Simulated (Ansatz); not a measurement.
# Ag2: the cost of one run

Computed with Ansatz 0.2.0 (the levels named in each step, unless a step's input says otherwise).

## 1. Starting point

Bond lengths: Ag1–Ag2 2.592 Å.

Structure file:

```xyz
2

Ag    0.0000    0.0000    0.0000
Ag    0.0000    0.0000    2.5920
```

## 2. A rough first relaxation, PBE-D4/def2-SVPD

Contents of input.yaml:

```yaml
crystal:
  periodic: [false, false, false]
  atoms:
    - { symbol: Ag, position_ang: [0.0, 0.0, 0.0] }
    - { symbol: Ag, position_ang: [0.0, 0.0, 2.59199] }
basis:
  gaussian: { orbitals: def2-SVPD }
hamiltonian:
  xc: pbe
  dispersion: d4
relax:
  f_tol: 0.03
  max_steps: 200
```

Run with:

```
ansatz run input.yaml --threads 4 --pin off --max-ram 10240MiB --backend cpu --events-out ev --progress --plain --runs-dir out
```

**Question.** How long does this run take on 4 threads of AMD EPYC 9R45 (Zen 5), shared host, and how much memory does it need?

About 1.3 s, with a peak of 0.14 GiB.
